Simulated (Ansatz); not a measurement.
# CH₃FSn: up Jacob's ladder to CCSD(T)

One table from this session's results is given with a row withheld; the runs are named, their logs left out.

Computed with Ansatz 0.2.0, Gaussian basis. Level: functionals in def2-TZVPP, the program's frozen cores in correlated methods.

The runs, in order: LDA (SPW92), PBE-D4, revPBE-D4, BLYP-D4, r2SCAN-D4, B97M-V, PBE0-D4, B3LYP-D4, r2SCANh-D4, r2SCAN0-D4, HSE06-D4, BHLYP-D4, CAM-B3LYP-D4, LC-ωPBE, ωB97X-V, ωB97M-V, B2PLYP, PBE-QIDH; CCSD(T)/def2-SVP.

### Structure used throughout

All runs share one geometry, relaxed beforehand with PBE0-D4 in a triple-zeta def2 set. Sn takes the def2 core potential; no spin-orbit term is included.

SMILES `[CH3][Sn][F]`, 6 atoms, charge 0, spin multiplicity 1.

Atoms are counted from 1 here; the program's logs count them from 0.

Bond lengths: C1–Sn2 2.175 Å, C1–H4 1.094 Å, C1–H5 1.094 Å, C1–H6 1.092 Å, Sn2–F3 1.952 Å. Angles: Sn2–C1–H4 108.9°, Sn2–C1–H5 108.8°, Sn2–C1–H6 113.1°, H4–C1–H5 107.3°, H4–C1–H6 109.3°, H5–C1–H6 109.2°, C1–Sn2–F3 92.9°.

Set-up of the first run:

File in.yaml:

```yaml
crystal:
  periodic: [false, false, false]
  atoms:
    - {symbol: C, position_ang: [-0.389799, 0.421217, -0.282863]}
    - {symbol: Sn, position_ang: [0.257138, -0.620491, 1.513588]}
    - {symbol: F, position_ang: [1.621583, -1.634137, 0.554098]}
    - {symbol: H, position_ang: [-0.684907, -0.317774, -1.033906]}
    - {symbol: H, position_ang: [0.458083, 0.979387, -0.691897]}
    - {symbol: H, position_ang: [-1.219998, 1.107698, -0.105220]}
basis:
  gaussian: {orbitals: def2-TZVPP}
hamiltonian: {xc: lda}
output: {orbitals: {seedname: orbitals}}
```

Command:

```
$ ansatz run in.yaml --threads 2 --pin off --events-out ev --progress --plain --max-ram 32768MiB --backend cpu
```

Among the steps run: LDA; PBE-D4 (GGA); revPBE-D4 (GGA); BLYP-D4 (GGA); r2SCAN-D4 (meta-GGA); B97M-V (meta-GGA); PBE0-D4 (hybrid); B3LYP-D4 (hybrid); r2SCANh-D4 (hybrid); r2SCAN0-D4 (hybrid); HSE06-D4 (hybrid); BHLYP-D4 (hybrid); CAM-B3LYP-D4 (range-separated); LC-ωPBE (range-separated); ωB97X-V (range-separated); ωB97M-V (range-separated); B2PLYP (double hybrid); PBE-QIDH (double hybrid).

One of the session's tables, all rows but one given; the rest of the session is left out.

It belongs to the step «Frontier levels by functional». 

```
  functional  HOMO (eV)  LUMO (eV)  gap (eV)
 LDA (SPW92)      -5.79      -3.49      2.30
      PBE-D4      -5.60      -3.23      2.37
   revPBE-D4      -5.53      -3.12      2.41
     BLYP-D4      -5.48      -3.20      2.28
   r2SCAN-D4          ?          ?         ?
      B97M-V      -5.77      -3.18      2.59
     PBE0-D4      -6.66      -2.51      4.15
    B3LYP-D4      -6.50      -2.79      3.71
  r2SCANh-D4      -6.25      -2.86      3.39
  r2SCAN0-D4      -6.84      -2.46      4.38
    HSE06-D4      -6.27      -2.88      3.39
    BHLYP-D4      -7.61      -1.83      5.78
CAM-B3LYP-D4      -7.92      -1.62      6.30
     LC-ωPBE      -9.13      -0.46      8.67
     ωB97X-V      -8.82      -0.58      8.24
     ωB97M-V      -8.74      -0.76      7.98
```

Estimate the missing values for r2SCAN-D4.

Worked estimate for «HOMO (eV)». Against the share of exact exchange, r2SCANh-D4 (0.1, -6.25), r2SCAN0-D4 (0.25, -6.84) give a slope of -3.93 per unit share; at 0 the line stands at -5.86.

As computed: HOMO (eV): -5.85; LUMO (eV): -3.12; gap (eV): 2.73. In «HOMO (eV)» the line misses by -0.01.
